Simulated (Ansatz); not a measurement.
Crystal: GaGe.

```
CELL_PARAMETERS angstrom
0.00000 2.89784 2.89784
2.89784 0.00000 2.89784
2.89784 2.89784 0.00000
ATOMIC_POSITIONS crystal
Ge 0.00000 0.00000 0.00000
Ga 0.25000 0.25000 0.25000
```

The cell comes from a database or a generator and needn't be the stable form of this composition.

```yaml
Program: Ansatz 0.2.0
Task: relaxation of cell and atoms
Functional: HF
Potentials_or_basis: Ansatz PAW
Cutoff: "420 eV (not typed: the program's choice for these potentials)"
k_mesh: 4 × 4 × 4
Occupations: fermi-dirac, width 0.05 eV
Spin: no spin polarisation
```

At the start: volume 24.33 Å³/atom.

Task: Where does the relaxation end?

Result: It ends after 4 steps and the volume is 25.15 Å³/atom (+3.3 %); space group F-43m (No. 216, to 0.05 Å).

The path:
```csv
step,energy change (eV),largest force (eV/Å),volume (Å³)
1,0.0000,0.0000,48.67
2,-0.0080,0.0000,50.14
3,-0.0079,0.0000,50.30
4,-0.0095,0.0000,50.30
```

Final structure:
```cif
data_structure
_symmetry_space_group_name_H-M 'P 1'
_symmetry_Int_Tables_number 1
_cell_length_a 4.1433
_cell_length_b 4.1433
_cell_length_c 4.1433
_cell_angle_alpha 60.000
_cell_angle_beta 60.000
_cell_angle_gamma 60.000
_cell_volume 50.30
loop_
_atom_site_label
_atom_site_type_symbol
_atom_site_fract_x
_atom_site_fract_y
_atom_site_fract_z
_atom_site_occupancy
Ge1 Ge 0.00000 0.00000 0.00000 1
Ga1 Ga 0.25000 0.25000 0.25000 1
```

Caveat: the k mesh is coarse (spacing up to 0.47 Å⁻¹), so the values aren't converged, least of all with exact exchange; the plane-wave basis is chosen anew once the cell has moved, so the energies of steps on either side of that aren't comparable; the PAW data sets come from PBE, with cores solved anew for the run's functional, which leaves a small shift of forces and pressure.
